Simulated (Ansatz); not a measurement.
# AlAsH₃NS: basis-set convergence

The task here is to estimate one member of a computed series from the others.

Method: one geometry, several basis sets; program: Ansatz 0.2.0, Gaussian basis.

Levels to be run: PBE0-D4/def2-SVP; ωB97M-V/def2-SVP; PBE0-D4/def2-QZVPP; ωB97M-V/def2-QZVPP; the functionals' def2-TZVPP values are taken from earlier runs.

### The relaxed structure

The geometry comes from an earlier relaxation with PBE0-D4 in a triple-zeta def2 set; it is a stationary point, not always the lowest conformer.

SMILES `N[As]1[AlH][S]1`, 7 atoms, charge 0, spin multiplicity 1.

Atoms are counted from 1 here; the program's logs count them from 0.

Bond lengths: N1–As2 1.839 Å, N1–H5 1.011 Å, N1–H6 1.009 Å, As2–Al3 2.396 Å, As2–S4 2.402 Å, Al3–S4 2.126 Å, Al3–H7 1.572 Å. Angles: As2–N1–H5 112.9°, As2–N1–H6 119.1°, H5–N1–H6 110.0°, N1–As2–Al3 104.0°, N1–As2–S4 106.6°, Al3–As2–S4 52.6°, As2–Al3–S4 63.8°, As2–Al3–H7 154.9°, S4–Al3–H7 141.2°, As2–S4–Al3 63.6°.

Set-up of the first run:

Input file in.yaml:

```yaml
crystal:
  periodic: [false, false, false]
  atoms:
    - {symbol: N, position_ang: [-0.888890, 1.340933, 0.303197]}
    - {symbol: As, position_ang: [0.134717, 0.680599, -1.074053]}
    - {symbol: Al, position_ang: [1.370470, -1.108881, -0.069047]}
    - {symbol: S, position_ang: [-0.333461, -1.671251, -1.208521]}
    - {symbol: H, position_ang: [-1.828582, 1.578301, 0.016017]}
    - {symbol: H, position_ang: [-0.912327, 0.842283, 1.180093]}
    - {symbol: H, position_ang: [2.519173, -1.729884, 0.806712]}
basis:
  gaussian: {orbitals: def2-SVP}
hamiltonian: {xc: pbe0, dispersion: d4}
output: {orbitals: {seedname: orbitals}}
```

Launch:

```sh
ansatz run in.yaml --threads 2 --pin off --events-out ev --progress --plain --max-ram 4352MiB
```

Steps of the session up to this table: PBE0-D4 in def2-SVP; ωB97M-V in def2-SVP; PBE0-D4 in def2-QZVPP; ωB97M-V in def2-QZVPP.

One of the session's tables, all rows but one given; the rest of the session is left out.

It belongs to the step «Functionals by basis». 

| functional | basis | HOMO (eV) | LUMO (eV) |
| --- | --- | --- | --- |
| PBE0-D4 | def2-SVP | -6.35 | -1.57 |
| PBE0-D4 | def2-TZVPP | -6.39 | -1.69 |
| PBE0-D4 | def2-QZVPP | ? | ? |
| ωB97M-V | def2-SVP | -8.28 | 0.18 |
| ωB97M-V | def2-TZVPP | -8.35 | -0.03 |
| ωB97M-V | def2-QZVPP | -8.38 | -0.19 |

**Question.** Estimate the row for PBE0-D4, def2-QZVPP.

**Answer.** HOMO (eV): -6.42; LUMO (eV): -1.74. In the column «HOMO (eV)» it lies between ωB97M-V, def2-SVP (-8.28) and PBE0-D4, def2-TZVPP (-6.39).
